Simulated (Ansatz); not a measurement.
Run this with the Ansatz DFT code, driven from Python and show what comes out.

Input file `POSCAR_sr2so`:
```text
Sr2SO
1.0
   4.04323700    0.00000000    0.00000000
   0.00000000    4.04323700    0.00000000
   0.00000000    0.00000000    5.71800000
Sr S O
2 1 1
Direct
   0.00000000    0.00000000    0.00000000
   0.50000000    0.50000000    0.50000000
   0.00000000    0.00000000    0.50000000
   0.50000000    0.50000000    0.00000000
```

The script, `survey_sr2so.py`:
```python
"""Bonding analysis of Sr2SO."""

from collections import Counter
from pathlib import Path
import argparse
import json
import warnings

import ansatz as az
from ase.io import read
from ase.io.cube import read_cube_data
from ase.units import Bohr
import numpy as np
from pymatgen.core import Structure

parser = argparse.ArgumentParser(description="Bonding analysis of Sr2SO.")
parser.add_argument("--ecut", type=float, default=470.0, help="basis")
parser.add_argument("--k-spacing", type=float, default=0.32, help="k-point sampling")
parser.add_argument("--occupations", required=True, help="how the bands are filled")
args = parser.parse_args()


def main() -> None:
    warnings.simplefilter("ignore", az.DeckWarning)

    atoms = read("POSCAR_sr2so", format="vasp")
    sr2so = az.Crystal.from_ase(atoms)

    job = (
        sr2so.calculation()
        .functional(exchange="b88", correlation="lyp")
        .basis(args.ecut)
        .accuracy("high")
        .kpoints(spacing=args.k_spacing)
        .occupations(args.occupations)
        .band_table()
        .density()
        .output_files(volumetric_format="cube")
    )
    res = job.run(events_out="events.ndjson")
    summary = res.report
    with open("events.ndjson") as stream:
        kinds = Counter(json.loads(line)["event"] for line in stream)
    print("events:", {kind: kinds[kind] for kind in ("scf_iter", "scf_done", "notice", "finished")})

    print(f"free energy      {summary['free_energy_ev']:.5f} eV")
    print(f"per atom         {summary['free_energy_ev'] / len(res.lattice.sites):.5f} eV")
    print(f"SCF iterations   {summary['n_iterations']}  (converged: {summary['converged']})")

    final = Structure(res.lattice.cell_ang, [s.symbol for s in res.lattice.sites], [s.position_frac for s in res.lattice.sites])
    # first shell of each atom, within 15 % of its shortest distance
    shortest = {}
    for site, neighbours in zip(final, final.get_all_neighbors(5.0)):
        for other in neighbours:
            pair = "-".join(sorted((site.specie.symbol, other.specie.symbol)))
            shortest[pair] = min(shortest.get(pair, 9e9), other.nn_distance)
    for pair, distance in sorted(shortest.items(), key=lambda item: item[1]):
        print(f"shortest {pair:6s} {distance:.4f} A")

    table = np.array(summary["eigenvalues_ev"]) - summary["fermi_energy_ev"]
    filling = np.array(summary["occupations"])
    weights = np.tile(summary["kweights"], len(table) // len(summary["kweights"]))
    print("band   lowest  highest (eV from E_F)  electrons")
    for band in range(table.shape[1]):
        if table[:, band].max() > -12:
            print(f"{band + 1:4d} {table[:, band].min():8.3f} {table[:, band].max():8.3f} {weights @ filling[:, band]:18.4f}")
    print("electrons counted from the table:", round(float(weights @ filling.sum(axis=1)), 5))

    print(job.to_python())

    # cube files hold the density in electrons per cubic bohr
    folder = Path(res.write_results("cubes"))
    print("\n".join((folder / "rho.cube").read_text().splitlines()[: 6 + 4]))
    values, cube_atoms = read_cube_data(str(folder / "rho.cube"))
    print("electrons from the file:", round(values.mean() * cube_atoms.get_volume() / Bohr ** 3, 3))


if __name__ == "__main__":
    main()
```

`python survey_sr2so.py --occupations fixed` gives:
```text
events: {'scf_iter': 7, 'scf_done': 1, 'notice': 2, 'finished': 1}
free energy      -8596.18093 eV
per atom         -2149.04523 eV
SCF iterations   7  (converged: True)
shortest O-Sr   2.8590 A
shortest S-Sr   2.8590 A
shortest Sr-Sr  4.0432 A
shortest O-S    4.0432 A
shortest O-O    4.0432 A
shortest S-S    4.0432 A
band   lowest  highest (eV from E_F)  electrons
  10  -11.394  -10.397             2.0000
  11   -2.805   -1.351             2.0000
  12   -2.524   -0.656             2.0000
  13   -1.690   -0.656             2.0000
  14   -1.076   -0.038             2.0000
  15   -0.745   -0.000             2.0000
  16   -0.558    0.000             2.0000
  17    2.370    5.288             0.0000
  18    3.019    5.581             0.0000
  19    4.287    5.993             0.0000
  20    4.646    6.903             0.0000
electrons counted from the table: 32.0
(
    az.Lattice.of(((4.043237, 0.0, 0.0), (0.0, 4.043237, 0.0), (0.0, 0.0, 5.718)))
    .atom("Sr", (0.0, 0.0, 0.0))
    .atom("Sr", (0.5, 0.5, 0.5))
    .atom("S", (0.0, 0.0, 0.5))
    .atom("O", (0.5, 0.5, 0.0))
    .calculation()
    .accuracy("high")
    .basis(cutoff=470.0)
    .kpoints(spacing=0.32)
    .functional(exchange="b88", correlation="lyp")
    .occupations(method="fixed")
    .density()
    .output_files(volumetric_format="cube")
    .band_table(publish=True)
)

ansatz rho
values in e/bohr^3 (x slowest, z fastest)
    4    0.000000    0.000000    0.000000
   36    0.212239    0.000000    0.000000
   36    0.000000    0.212239    0.000000
   48    0.000000    0.000000    0.225114
   38   38.000000    0.000000    0.000000    0.000000
   38   38.000000    3.820305    3.820305    5.402727
   16   16.000000    0.000000    0.000000    5.402727
    8    8.000000    3.820305    3.820305    0.000000
electrons from the file: 32.0
```

What to keep in mind:
- These settings explore the input space; cutoff and mesh may be short of convergence.
- The computed bands are complete only to about 4.6 eV above the Fermi level.
- Grid values close to the nuclei reflect the PAW or pseudopotential construction, not the all-electron fields.
- This cell is a computed structure, which may not be the phase found in nature.
- Levels are Kohn-Sham eigenvalues on this mesh, without spin-orbit coupling.
- Timing: 3.9 s on 1 thread of Arm Neoverse V1 (shared host), peak memory 0.47 GiB.

(A comment or docstring line of the script was reworded after the run, the code is as it ran; lines on the test bed's own set-up are left out of the output.)
